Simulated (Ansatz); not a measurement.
# ZrS+ (quartet): the correlation ladder, def2-QZVPP

An exercise on one series of results from a longer session: the logs are not shown, and one member is left open.

Method: def2-QZVPP, core rule «outside noble gas», up to 9 orbitals frozen; program: Ansatz 0.2.0, Gaussian basis.

Plan: UHF; ROHF; CCSD(T) on UHF.

## The geometry

The geometry is a PBE0/def2-TZVP stationary point (not a proven minimum) of the parent state, kept for this charge and spin. No spin-orbit coupling is included. Elements past krypton take def2 core potentials.

2 atoms, charge 1, spin multiplicity 4.

Atoms are counted from 1 here; the program's logs count them from 0.

Bond lengths: Zr1–S2 2.454 Å.

The first run:

in.yaml

```yaml
crystal:
  periodic: [false, false, false]
  atoms:
    - {symbol: Zr, position_ang: [0.000000, 0.000000, 0.000000]}
    - {symbol: S, position_ang: [0.000000, 0.000000, 2.454200]}
basis:
  gaussian: {orbitals: "def2-QZVPP.json"}
total_charge: 1
magnetization: {spin_polarized: true, initial_magnetization: 3}
hamiltonian: {xc: hf}
output: {orbitals: {seedname: orbitals}}
```

Started as:

```bash
ansatz run in.yaml --threads 1 --pin off --events-out ev --progress --plain --max-ram 4096MiB --backend cpu
```

Steps of the session up to this table: UHF; ROHF; CCSD(T) on UHF.

One of the session's tables, all rows but one given; the rest of the session is left out.

```
  method  from UCCSD(T) (meV)
    ROHF              +6458.9
     UHF                    ?
    UMP2               +960.1
   UCCSD               +352.8
UCCSD(T)                    0
```

Q: Estimate the row for UHF from the others.

As computed: from UCCSD(T) (meV): +6194.5. In the column «from UCCSD(T) (meV)» it lies between UMP2 (+960.1) and ROHF (+6458.9).
